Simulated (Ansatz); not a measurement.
This script drives Ansatz's Python interface.

`c3h5brs.py`:
```python
"""X-H bond energies of C3H5BrS without relaxation."""

from dataclasses import dataclass

import ansatz


@dataclass
class Settings:
    basis_set: str = "def2-TZVP"
    xc: str = "HF"


opts = Settings()


def energy_of(molecule, charge=0, unpaired=0):
    calc = (
        molecule.calculation()
        .basis(gaussian=opts.basis_set)
        .functional(opts.xc)
    )
    if charge:
        calc = calc.charge(charge)
    if unpaired:
        calc = calc.spin("collinear", total=unpaired)
    report = calc.run().report
    if report["published_state_doubts"]:
        print("  doubts:", report["published_state_doubts"])
    return report["free_energy_ev"]

def without(molecule, index):
    rest = ansatz.Crystal.molecule()
    for i, site in enumerate(molecule.cartesian_sites):
        if i != index:
            rest = rest.atom(site.symbol, site.position_ang)
    return rest


def main() -> None:
    system = (
        ansatz.Crystal.molecule()
        .atom("C", (1.5265, 0.735, 0.8709))
        .atom("C", (0.9823, -0.2664, 0.1705))
        .atom("Br", (1.7969, -0.9396, -1.3695))
        .atom("S", (-0.4858, -1.0175, 0.6995))
        .atom("C", (-1.6467, -0.3136, -0.4944))
        .atom("H", (1.066, 1.1141, 1.7775))
        .atom("H", (2.4556, 1.201, 0.56))
        .atom("H", (-1.4152, -0.649, -1.5089))
        .atom("H", (-2.6592, -0.6432, -0.2463))
        .atom("H", (-1.6205, 0.7792, -0.4594))
    )

    whole = energy_of(system, 0)
    hydrogen = energy_of(ansatz.Crystal.molecule().atom("H", (0, 0, 0)), 0, 1)
    print(f"E(molecule) = {whole:.5f} eV, E(H) = {hydrogen:.5f} eV")
    for index in [6, 9]:
        radical = energy_of(without(system, index), 0, 1)
        print(f"H{index}: homolysis {(radical + hydrogen - whole):.3f} eV")


if __name__ == "__main__":
    main()
```

It is started by `python c3h5brs.py`. Estimate its wall time and peak memory on 1 thread of Arm Neoverse V2, with other jobs on the host.

It took about 81 s, with a peak of 1.1 GiB, for 4 runs of the engine.

```console
$ python c3h5brs.py
E(molecule) = -83987.38294 eV, E(H) = -13.60052 eV
H6: homolysis 3.964 eV
H9: homolysis 3.743 eV
```

Reading the output:
- Total energies depend on the basis set; only differences at equal settings carry meaning.
- The geometry is a force-field or estimated start, not a minimum of this method, and the basis set is short of its limit. All parts are taken at fixed geometry, without zero-point energy.
- The expectation value of S² is noticeably off S(S+1) in at least one run, so that state is spin-contaminated.
- Hartree-Fock leaves correlation out, so bond, atomisation and ionisation energies come out well too low.
- The spin-orbit lowering of heavy atoms is left out.
